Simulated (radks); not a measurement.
# Ionisation of Zr: one atom, several choices of relativity

An exercise on one series of results from a longer session: the logs are not shown, and one member is left open.

The numbers are computed with radks (a radial shooting solver on a logarithmic mesh, Libxc functionals) version 1 (Kohn-Sham, PBEsol, spin-unpolarised, spherical densities), except any that are marked as measured or tabulated.

## The atom as given

* element: zirconium (Z = 40)
* charge: 0
* electrons: 40
* configuration: [Kr] 4d2 5s2
* ion: Zr⁺, [Kr] 4d2 5s1
* choices: non-relativistic; scalar-relativistic; Dirac, 2j+1 shares; Dirac, low j first; scalar-relativistic, finite nucleus; Dirac, 2j+1 shares, finite nucleus; Dirac, c × 5; Dirac, c × 0.85; Dirac, c × 3

Set-up of the first run:

The run's settings:

```text
Z 40
configuration [Kr] 4d2 5s2 5p0 6s0
relativity non-relativistic
functional pbe_sol,pbe_sol
spin unpolarised
nucleus point
```

Steps of the session up to this table: non-relativistic: Zr.

One table of the session follows, with a row left open; its other results are not shown here.

Radial moments (bohr):

```
level     <r>  outermost maximum (interpolated)  90 % within  nodes
   3s       ?                                 ?            ?      ?
   3p  0.4674                             0.407        0.707      1
   3d  0.4516                             0.347        0.726      0
   4s   1.240                              1.10         1.81      3
   4p   1.378                              1.19         2.05      2
   5s   3.798                              3.22         5.63      4
   4d   2.241                              1.58         3.71      1
   5p   5.112                              4.14         7.81      3
```

Estimate the missing values for 3s.

**Answer.** <r>: 0.4704; outermost maximum (interpolated): 0.419; 90 % within: 0.695; nodes: 2. In the column «<r>» it lies between 3p (0.4674) and 4s (1.240).

Limits of these values: Runs with a scaled speed of light are not ranked. Spin polarisation and multiplet splitting of open shells are left out at every level.
